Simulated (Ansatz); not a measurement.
This was printed by a script on the Python package of Ansatz (0.2.0), for a geometry optimisation of CH5FGe, SMILES [CH3][GeH2][F]. What did the script look like? Settings: PBE0, def2-SVP basis, multiplicity 1.

```xyz
8

C    -0.6159    0.8026   -0.3462
Ge    0.4466   -0.7669    0.1676
F     1.4138   -0.2228    1.5224
H    -1.2610    0.5921   -1.1937
H     0.0476    1.6236   -0.6088
H    -1.2342    1.1169    0.4919
H     1.5052   -1.2196   -0.8022
H    -0.3022   -1.9259    0.7691
```

```console
$ python opt_ch5fge.py
converged              True
free_energy_ev         -60333.454905790655
reference_energy_ev    -60333.454905790655
n_frozen               0
n_occupied             [26, 26]
n_virtual              [59, 59]
bond        before    after (A)
C0-Ge1       1.9637   1.9370
C0-H3        1.0856   1.1005
C0-H4        1.0878   1.0993
C0-H5        1.0879   1.0993
Ge1-F2       1.7512   1.7491
Ge1-H6       1.5054   1.5392
Ge1-H7       1.5053   1.5392
angle Ge1-C0-H3: 110.17 deg
angle Ge1-C0-H4: 110.20 deg
angle Ge1-C0-H5: 110.21 deg
angle H3-C0-H4: 108.70 deg
angle H3-C0-H5: 108.70 deg
angle H4-C0-H5: 108.83 deg
angle C0-Ge1-F2: 107.01 deg
angle C0-Ge1-H6: 112.90 deg
```

The script that was run (others could print the same):

The script, `opt_ch5fge.py`:
```python
"""Geometry optimisation of CH5FGe."""

import ansatz as az
from ase import Atoms
import numpy as np

BASIS = "def2-SVP"
XC = "pbe0"

atoms = Atoms(["C", "Ge", "F", "H", "H", "H", "H", "H"], positions=[
    [-0.61593, 0.80256, -0.34624],
    [0.44664, -0.76685, 0.1676],
    [1.41382, -0.22279, 1.52236],
    [-1.26101, 0.59211, -1.19367],
    [0.04761, 1.62364, -0.60876],
    [-1.23415, 1.11691, 0.49187],
    [1.50523, -1.21964, -0.80223],
    [-0.30222, -1.92594, 0.76907],
])
system = az.Crystal.molecule_from_ase(atoms)

setup = system.calculation().basis(gaussian=BASIS).functional(XC)
symbols = [site.symbol for site in system.cartesian_sites]
start = np.array([site.position_ang for site in system.cartesian_sites], dtype=float)
r = setup.relax(force_tolerance=0.005, max_steps=100).run(threads=1, pin="off").report
end = np.array(r["positions_ang"])

for key in ("converged", "free_energy_ev", "reference_energy_ev", "n_frozen", "n_occupied", "n_virtual"):
    print(f"{key:22s} {r[key]}")

print("bond        before    after (A)")
for i, j in [(0, 1), (0, 3), (0, 4), (0, 5), (1, 2), (1, 6), (1, 7)]:
    d0, d1 = (np.linalg.norm(xyz[i] - xyz[j]) for xyz in (start, end))
    print(f"{symbols[i]}{i}-{symbols[j]}{j}".ljust(10), f"{d0:8.4f} {d1:8.4f}")
for i, j, k in [(1, 0, 3), (1, 0, 4), (1, 0, 5), (3, 0, 4), (3, 0, 5), (4, 0, 5), (0, 1, 2), (0, 1, 6)]:
    u, v = end[i] - end[j], end[k] - end[j]
    print(f"angle {symbols[i]}{i}-{symbols[j]}{j}-{symbols[k]}{k}: {np.degrees(np.arccos(np.clip(u @ v / np.linalg.norm(u) / np.linalg.norm(v), -1, 1))):.2f} deg")
```

Total energies depend on the basis set; only differences at equal settings carry meaning. The end point is the stationary point reached from this start; no frequency run checks that it is a minimum, and the basis set is modest. Run time: 21 s on 1 thread of Arm Neoverse V2, on a shared host, peak memory 0.24 GiB.

(Lines on the test bed's own set-up are left out of the output.)
